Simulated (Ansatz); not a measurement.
I need a ladder of basis sets of H4OSSn, SMILES [OH][SnH2][SH]. Use the Python package of Ansatz (0.2.0). Settings (for the species named): PBE0, def2-SVP basis, multiplicity 1. The script varies basis: def2-SVP, def2-SVPD, def2-TZVP, def2-TZVPP.

```xyz
7

O    -1.2220   -0.9679   -0.7166
Sn    0.0239    0.4440   -0.1271
S     2.0750   -0.6237    0.4575
H    -2.0154   -0.3992   -0.9474
H     0.3119    1.5845   -1.4380
H    -0.6172    1.3023    1.2668
H     1.5049   -1.4080    1.4590
```

`h4ossn_basis.py`:
```python
# -*- coding: utf-8 -*-
"""Basis-set convergence for H4OSSn."""

import warnings

import ansatz as az
from ase import Atoms

warnings.simplefilter("ignore", az.DeckWarning)

atoms = Atoms(["O", "Sn", "S", "H", "H", "H", "H"], positions=[
    (-1.222, -0.9679, -0.7166),
    (0.0239, 0.444, -0.1271),
    (2.075, -0.6237, 0.4575),
    (-2.0154, -0.3992, -0.9474),
    (0.3119, 1.5845, -1.438),
    (-0.6172, 1.3023, 1.2668),
    (1.5049, -1.408, 1.459),
])
mol = az.Crystal.molecule_from_ase(atoms)

job = mol.calculation().functional("pbe0")

energies = {}
for basis in ["def2-SVP", "def2-SVPD", "def2-TZVP", "def2-TZVPP"]:
    report = job.basis(gaussian=basis).run(threads=1).report
    size = report["n_frozen"] + report["n_occupied"][0] + report["n_virtual"][0]
    energies[basis] = (report["reference_energy_ev"] / 27.211386246, report["free_energy_ev"] / 27.211386246)
    print(f"{basis:14s} {size:4d} orbitals  reference {energies[basis][0]:14.6f} Ha  total {energies[basis][1]:14.6f} Ha")

last = energies["def2-TZVPP"][1]
for basis, (_, total) in energies.items():
    print(f"{basis:14s} lies {27.211386 * (total - last):9.4f} eV above def2-TZVPP")
```

```console
$ python h4ossn_basis.py
def2-SVP         78 orbitals  reference    -689.721684 Ha  total    -689.721684 Ha
def2-SVPD       114 orbitals  reference    -689.741049 Ha  total    -689.741049 Ha
def2-TZVP       142 orbitals  reference    -689.970980 Ha  total    -689.970980 Ha
def2-TZVPP      179 orbitals  reference    -689.973572 Ha  total    -689.973572 Ha
def2-SVP       lies    6.8542 eV above def2-TZVPP
def2-SVPD      lies    6.3273 eV above def2-TZVPP
def2-TZVP      lies    0.0705 eV above def2-TZVPP
def2-TZVPP     lies    0.0000 eV above def2-TZVPP
```

Against def2-SVP: def2-SVPD -19.4 mHa, def2-TZVP -249.3 mHa and def2-TZVPP -251.9 mHa. The last step alone is -2.59 mHa (these two sets differ little on atoms other than hydrogen). From the first set to the last the time grows from 1.2 to 2.2 s.

Caveats:
- These settings explore the input space; basis and method may be short of convergence.
- The geometry is a force-field or estimated start, not a minimum of this method, and the last set is no limit. Much of the fall in a total is atomic energy, which cancels in bond and reaction energies.
- def2 sets replace the cores of elements past krypton by effective core potentials.
- The whole script took 7.3 s on 1 thread of Intel(R) Xeon(R) 6975P-C (Granite Rapids), with other jobs on the host, peak memory 0.37 GiB.
